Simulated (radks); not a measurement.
# Nd²⁺ in [Xe] 4f4: an all-electron calculation

The task here is to estimate one member of a computed series from the others.

The numbers are computed with radks (a radial shooting solver on a logarithmic mesh, Libxc functionals) version 1 (scalar-relativistic Kohn-Sham, exchange-only r2SCAN, spin-unpolarised, spherical densities, finite nucleus), except any that are marked as measured or tabulated.

**The atom as given**

- element: neodymium (Z = 60)
- charge: +2
- electrons: 58
- configuration: [Xe] 4f4
- nuclear rms radius: 4.9123 fm

The outer shells:

Nd²⁺
```
[Xe] core
4f [↑ ][↑ ][↑ ][↑ ][  ][  ][  ]
```

Set-up of the first run:

The run's settings:

```text
Z 60
configuration [Xe] 4f4 6s0 5d0 6p0 5f0
relativity scalar-relativistic
functional r2scan,
spin unpolarised
nucleus finite rms 4.9123 fm
c 137.035999084
```

One of the session's tables, all rows but one given; the rest of the session is left out.

It belongs to the step «Radial structure». Sizes of the orbitals, from the radial functions (bohr):

| level | <r> | outermost maximum (interpolated) | 90 % within | nodes |
| --- | --- | --- | --- | --- |
| 1s | 0.02363 | 0.0151 | 0.0427 | 0 |
| 2s | 0.1009 | 0.0855 | 0.156 | 1 |
| 2p | 0.08881 | 0.0689 | 0.145 | 0 |
| 3s | 0.2658 | 0.243 | 0.390 | 2 |
| 3p | ? | ? | ? | ? |
| 3d | 0.2417 | 0.196 | 0.377 | 0 |
| 4s | 0.6077 | 0.566 | 0.872 | 3 |
| 4p | 0.6432 | 0.590 | 0.934 | 2 |
| 4d | 0.7075 | 0.619 | 1.06 | 1 |
| 5s | 1.485 | 1.33 | 2.14 | 4 |
| 5p | 1.716 | 1.50 | 2.50 | 3 |
| 4f | 1.092 | 0.662 | 1.94 | 0 |
| 5d | 2.631 | 2.06 | 4.09 | 2 |
| 6s | 3.889 | 3.51 | 5.59 | 5 |
| 6p | 4.832 | 4.32 | 6.92 | 4 |

Estimate the missing values for 3p.

**Answer.** <r>: 0.2641; outermost maximum (interpolated): 0.238; 90 % within: 0.395; nodes: 1. In the column «<r>» it lies between 3d (0.2417) and 3s (0.2658).

Limits of these values: Spin polarisation and multiplet splitting are left out.
